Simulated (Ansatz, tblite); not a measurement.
# The cluster CoSn₁₂+: one state, many levels

The task here is to estimate one member of a computed series from the others.

The runs use Ansatz 0.2.0, Gaussian basis; as each input shows.

Plan: GFN1-xTB, GFN2-xTB, PBE-D4/def2-TZVP, r2SCAN-D4/def2-TZVP, HF/def2-TZVP, PBE-D4/def2-SVP, PBE0-D4/def2-SVP, MP2/def2-SVP, RPA/def2-SVP.

3 further runs of the same task are left out: 1 that didn't finish, 2 set aside as unsound or not needed.

**The geometry**

The geometry is that of the singlet, from an earlier relaxation (PBE-D4/def2-SVP). At that level it is the lowest of the isomers that a small search found.

13 atoms, charge 1, spin multiplicity 1.

Bond lengths: Co1–Sn2 3.137 Å, Co1–Sn4 2.731 Å, Co1–Sn5 2.437 Å, Co1–Sn6 2.475 Å, Co1–Sn7 2.378 Å, Co1–Sn9 2.940 Å, Co1–Sn10 2.519 Å, Sn2–Sn4 2.957 Å, Sn2–Sn6 3.167 Å, Sn2–Sn7 3.243 Å, Sn2–Sn11 3.127 Å, Sn2–Sn12 3.270 Å, Sn3–Sn4 2.960 Å, Sn3–Sn8 3.137 Å, Sn3–Sn9 3.054 Å, Sn3–Sn10 3.290 Å, Sn4–Sn8 3.235 Å and more. Angles: Sn2–Co1–Sn4 60.0°, Sn2–Co1–Sn5 143.4°, Sn2–Co1–Sn6 67.5°, Sn2–Co1–Sn7 70.5°, Sn2–Co1–Sn9 124.9°, Sn2–Co1–Sn10 116.2°, Sn4–Co1–Sn5 147.9°, Sn4–Co1–Sn6 76.3°, Sn4–Co1–Sn7 117.7°, Sn4–Co1–Sn9 77.2°, Sn4–Co1–Sn10 69.7°, Sn5–Co1–Sn6 93.2°, Sn5–Co1–Sn7 94.2°, Sn5–Co1–Sn9 70.7°, Sn5–Co1–Sn10 99.6°, Sn6–Co1–Sn7 117.6°, Sn6–Co1–Sn9 69.9°, Sn6–Co1–Sn10 134.4° and more.

Sn takes a core potential in the def2 sets. No spin-orbit coupling is included. The ion is computed in the gas phase, without counter-ions or solvent.

PBE0-D4/def2-TZVP was run before; its log isn't repeated, and its numbers join the tables.

The first run:

Tight binding, by tblite at 300 K electronic temperature and without a spin-polarisation term:

```python
tblite.interface.Calculator('GFN1-xTB', numbers, positions, charge=1, uhf=0).singlepoint()
```

Tight binding, by tblite at 300 K electronic temperature and without a spin-polarisation term:

```python
tblite.interface.Calculator('GFN2-xTB', numbers, positions, charge=1, uhf=0).singlepoint()
```

start.molden holds the orbitals of an earlier run on this state, given as this run's starting guess.

The input, in.yaml:

```yaml
crystal:
  periodic: [false, false, false]
  atoms:
    - {symbol: Co, position_ang: [-0.470384, -1.259933, 1.164471]}
    - {symbol: Sn, position_ang: [-0.704012, -1.950203, -1.886198]}
    - {symbol: Sn, position_ang: [3.404804, 0.862622, 1.236970]}
    - {symbol: Sn, position_ang: [1.589464, -0.669469, -0.529028]}
    - {symbol: Sn, position_ang: [-1.764411, -0.642008, 3.135035]}
    - {symbol: Sn, position_ang: [-1.334391, 0.636827, -0.170952]}
    - {symbol: Sn, position_ang: [-1.541623, -3.367183, 0.908303]}
    - {symbol: Sn, position_ang: [1.502952, 2.564190, -0.587854]}
    - {symbol: Sn, position_ang: [0.550820, 1.278323, 2.240366]}
    - {symbol: Sn, position_ang: [1.737979, -1.783062, 2.258430]}
    - {symbol: Sn, position_ang: [-2.408142, 0.449522, -2.942720]}
    - {symbol: Sn, position_ang: [0.688845, 0.769308, -3.050516]}
    - {symbol: Sn, position_ang: [-1.251911, 3.111067, -1.776327]}
basis:
  gaussian: {orbitals: def2-TZVP, fitting: {mean_field: def2-universal-jkfit}, initial_orbitals: start.molden}
total_charge: 1
hamiltonian: {xc: pbe, dispersion: d4}
scf: {omitted_lower_state_checks: [starts]}
output: {forces: true, orbitals: {seedname: orbitals}}
```

Command:

```bash
ansatz run in.yaml --threads 2 --pin off --events-out ev --progress --plain --max-ram 32768MiB --backend cuda --devices 0, --max-vram 18GiB
```

Among the steps run: PBE-D4/def2-TZVP; r2SCAN-D4/def2-TZVP; HF/def2-TZVP; PBE-D4/def2-SVP; PBE0-D4/def2-SVP; MP2/def2-SVP; RPA/def2-SVP.

One of the session's tables, all rows but one given; the rest of the session is left out.

| level | HOMO (eV) | LUMO (eV) | gap (eV) |
| --- | --- | --- | --- |
| HF/def2-TZVP | -8.77 | -3.96 | 4.81 |
| PBE-D4/def2-SVP | ? | ? | ? |
| PBE-D4/def2-TZVP | -7.47 | -6.69 | 0.78 |
| r2SCAN-D4/def2-TZVP | -7.67 | -6.75 | 0.92 |
| PBE0-D4/def2-SVP | -8.16 | -6.27 | 1.89 |
| PBE0-D4/def2-TZVP | -8.08 | -6.20 | 1.88 |

**Question.** Estimate the row for PBE-D4/def2-SVP.

**Answer.** HOMO (eV): -7.54; LUMO (eV): -6.75; gap (eV): 0.78. In the column «HOMO (eV)» it lies between r2SCAN-D4/def2-TZVP (-7.67) and PBE-D4/def2-TZVP (-7.47).
